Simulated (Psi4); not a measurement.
# GaHF (SMILES [F][GaH]): USCS-MP2/cc-pVDZ (DKH2, density fitting)

Aim: the energy change on altering one bond length of GaHF at USCS-MP2/cc-pVDZ (DKH2, density fitting), from 2 runs. 

The calculation is run with Psi4 1.11.

4 further runs of the same task are left out: 3 for a known fault of the program, 1 that didn't finish.

## (1) The structure to begin with

The species is GaHF (3 atoms), meant as a doublet with charge 0. As SMILES, `[F][GaH]`. Geometry: relaxed at PBE0-D4/def2-TZVP.

Bond lengths: F1–Ga2 1.767 Å, Ga2–H3 1.610 Å. Angles: F1–Ga2–H3 114.1°.

## (2) A single-point energy at USCS-MP2/cc-pVDZ (DKH2, density fitting)

Input file input.json:

```json
{
  "schema_name": "qcschema_input",
  "schema_version": 1,
  "molecule": {
    "schema_name": "qcschema_molecule",
    "schema_version": 2,
    "symbols": ["F", "Ga", "H"],
    "geometry": [-2.36593711, 0.85302237, -1.21849541, 0.55255592, 0.88779333, 0.40459036, 1.7925942, -1.86308099, 0.78877168],
    "molecular_charge": 0,
    "molecular_multiplicity": 2
  },
  "driver": "energy",
  "model": {
    "method": "scs-mp2",
    "basis": "cc-pVDZ"
  },
  "keywords": {
    "reference": "uhf",
    "mp2_type": "df",
    "relativistic": "dkh",
    "dkh_order": 2
  }
}
```

On the command line:

```
$ psi4 --qcschema input.json -n 1 --memory 1600MB
```

stdout:

```text
[...]
  Running in cs symmetry.
[...]
  Nuclear repulsion =   95.413137190110845
[...]
  Multiplicity = 2
[...]
  Nalpha       = 21
  Nbeta        = 20
[...]
    Number of basis functions: 46
[...]
   @UHF iter   1: -2037.17562025324241   -4.69224e+00   2.40508e-02 ADIIS/DIIS
[...]
   @UHF iter  14: -2037.60374289615334   -4.54747e-13   5.56809e-09 DIIS
[...]
   @S^2 Observed:                7.639723975E-01
[...]
    Orbital Energies [Eh]
    ---------------------
    Alpha Occupied:
       1Ap  -382.829019     2Ap   -49.310961     1App  -43.076812
       3Ap   -43.075930     4Ap   -43.074537     5Ap   -26.259383
       6Ap    -6.617629     2App   -4.617947     7Ap    -4.615160
       8Ap    -4.611468     9Ap    -1.512772    10Ap    -1.247741
       3App   -1.246633     4App   -1.243952    11Ap    -1.242018
      12Ap    -1.236911    13Ap    -0.654332    14Ap    -0.591348
       5App   -0.577943    15Ap    -0.528771    16Ap    -0.342143
    Alpha Virtual:
       6App    0.029837    17Ap     0.121837    18Ap     0.170038
      19Ap     0.279477    20Ap     0.336693     7App    0.354412
[...]
  @UHF Final Energy: -2037.60374289615334
   => Energetics <=
    Nuclear Repulsion Energy =             95.4131371901108452
    One-Electron Energy =               -3029.5012963715062142
    Two-Electron Energy =                 896.4844162852418776
    Total Energy =                      -2037.6037428961535625
  UHF NO Occupations:
  HONO-2 :   14 Ap 1.9996439
  HONO-1 :   15 Ap 1.9935867
[...]
 Multipole Moments:
 ------------------------------------------------------------------------------------
     Multipole            Electronic (a.u.)      Nuclear  (a.u.)        Total (a.u.)
 ------------------------------------------------------------------------------------
 L = 1.  Multiply by 2.5417464519 to convert [e a0] to [Debye]
 Dipole X            :          1.1449598           -0.1252330            1.0197268
 Dipole Y            :          1.6516474           -1.4880002            0.1636472
 Dipole Z            :          0.0000000            0.0000000            0.0000000
 Magnitude           :                                                    1.0327744
[...]
	SCS-MP2 Total Energy (a.u.)        : -2037.86127366504797
	SOS-MP2 Total Energy (a.u.)        : -2037.83784511474505
	SCSN-MP2 Total Energy (a.u.)       : -2037.72744564175241
[...]
	SOS-PI-MP2 Total Energy (a.u.)     : -2037.87686215117697
[...]
	MP2 Total Energy (a.u.)            : -2037.86911372922168
[...]
```

The result, in JSON:

```text
{
 "driver": "energy",
 "model": {
  "method": "scs-mp2",
  "basis": "cc-pVDZ"
 },
 "success": true,
 "return_result": -2037.861273665048,
 "properties": {
  "calcinfo_nbasis": 46,
  "calcinfo_nmo": 46,
  "calcinfo_nalpha": 21,
  "calcinfo_nbeta": 20,
  "calcinfo_natom": 3,
  "nuclear_repulsion_energy": 95.41313719011085,
  "return_energy": -2037.861273665048,
  "scf_one_electron_energy": -3029.501296371506,
  "scf_two_electron_energy": 896.4844162852419,
  "scf_dipole_moment": [1.01972675792847, 0.16364716115204914, 0.0],
  "scf_total_energy": -2037.6037428961533,
  "scf_iterations": 14,
  "mp2_same_spin_correlation_energy": -0.0702856509085604,
  "mp2_opposite_spin_correlation_energy": -0.1950851821597921,
  "mp2_singles_energy": 0.0,
  "mp2_doubles_energy": -0.2653708330683525,
  "mp2_correlation_energy": -0.26537083306834575,
  "mp2_total_energy": -2037.8691137292217
 }
}
```

Wall time 5.7 s (1 thread of Intel Xeon Platinum 8488C (Sapphire Rapids), shared host); peak memory 0.4 GiB.

## (3) The distorted shape

Input file job.in:

```
memory 1.6 GB

molecule {
  0 2
  F
  Ga 1 1.767263
  H 2 1.7706 1 114.09321
}

set basis cc-pVDZ
set reference uhf
set mp2_type df
set relativistic dkh
set dkh_order 2

energy("scs-mp2")
print_variables()
```

On the command line:

```
$ psi4 -n 1 job.in job.out
```

job.out:

```text
[...]
  Running in cs symmetry.
[...]
  Nuclear repulsion =   94.411083397704516
[...]
  Multiplicity = 2
[...]
  Nalpha       = 21
  Nbeta        = 20
[...]
    Number of basis functions: 46
[...]
   @UHF iter   1: -2037.14232265812734   -4.74775e+00   2.41462e-02 DIIS/ADIIS
[...]
   @UHF iter  15: -2037.59846247322503   -9.09495e-13   4.81891e-09 DIIS
[...]
   @S^2 Observed:                7.808134849E-01
[...]
    Orbital Energies [Eh]
    ---------------------
    Alpha Occupied:
       1Ap  -382.832889     2Ap   -49.314086     1App  -43.079860
       3Ap   -43.079062     4Ap   -43.077731     5Ap   -26.261875
       6Ap    -6.619946     2App   -4.620064     7Ap    -4.617414
       8Ap    -4.613437     9Ap    -1.515072    10Ap    -1.249364
       3App   -1.248593     4App   -1.246281    11Ap    -1.243696
      12Ap    -1.239228    13Ap    -0.651727    14Ap    -0.590666
       5App   -0.580385    15Ap    -0.517797    16Ap    -0.348503
    Alpha Virtual:
       6App    0.030132    17Ap     0.122538    18Ap     0.151853
      19Ap     0.286502    20Ap     0.332759     7App    0.354257
[...]
  @UHF Final Energy: -2037.59846247322503
   => Energetics <=
    Nuclear Repulsion Energy =             94.4110833977045161
    One-Electron Energy =               -3027.4298311228999410
    Two-Electron Energy =                 895.4202852519701992
    Total Energy =                      -2037.5984624732250268
  UHF NO Occupations:
  HONO-2 :   14 Ap 1.9996314
  HONO-1 :   15 Ap 1.9850719
[...]
 Multipole Moments:
 ------------------------------------------------------------------------------------
     Multipole            Electronic (a.u.)      Nuclear  (a.u.)        Total (a.u.)
 ------------------------------------------------------------------------------------
 L = 1.  Multiply by 2.5417464519 to convert [e a0] to [Debye]
 Dipole X            :         -1.8764976            1.6352503           -0.2412473
 Dipole Y            :         -1.0417928            0.0743218           -0.9674710
 Dipole Z            :          0.0000000            0.0000000            0.0000000
 Magnitude           :                                                    0.9970960
[...]
	SCS-MP2 Total Energy (a.u.)        : -2037.85565932966642
	SOS-MP2 Total Energy (a.u.)        : -2037.83229546822577
	SCSN-MP2 Total Energy (a.u.)       : -2037.72182366163133
[...]
	SOS-PI-MP2 Total Energy (a.u.)     : -2037.87126763405922
[...]
	MP2 Total Energy (a.u.)            : -2037.86341488671428
[...]
```

Run time: 6.9 s. Hardware: 1 thread of Intel Xeon Platinum 8488C (Sapphire Rapids), shared host; peak memory 0.4 GiB.

## (4) Results

Level: USCS-MP2/cc-pVDZ (DKH2, density fitting).

| quantity | value |
| --- | --- |
| first shape: total energy | -2037.86127 Eh |
| first shape: HOMO energy (Hartree–Fock orbitals) (highest over α and β) | -9.31 eV |
| first shape: LUMO energy (Hartree–Fock orbitals) (lowest over α and β) | 0.47 eV |
| first shape: correlation energy | -257.5 mEh |
| first shape: ⟨S²⟩ of the reference determinant | 0.764 |
| distorted shape: total energy | -2037.85566 Eh |
| distorted shape: HOMO energy (Hartree–Fock orbitals) (highest over α and β) | -9.48 eV |
| distorted shape: LUMO energy (Hartree–Fock orbitals) (lowest over α and β) | 0.26 eV |
| distorted shape: correlation energy | -257.2 mEh |
| distorted shape: ⟨S²⟩ of the reference determinant | 0.781 |
| energy change with the Ga2–H3 bond stretched from 1.610 to 1.771 Å | 0.153 eV |

What this shows: With the Ga2–H3 bond stretched from 1.610 to 1.771 Å the energy rises by 0.15 eV (14.7 kJ/mol). The first shape isn't relaxed at this level, so the change isn't measured from a minimum. The basis (first shape) was contracted for non-relativistic atoms, which limits what the relativistic Hamiltonian can do in the core. The basis (distorted shape) was contracted for non-relativistic atoms, which limits what the relativistic Hamiltonian can do in the core.
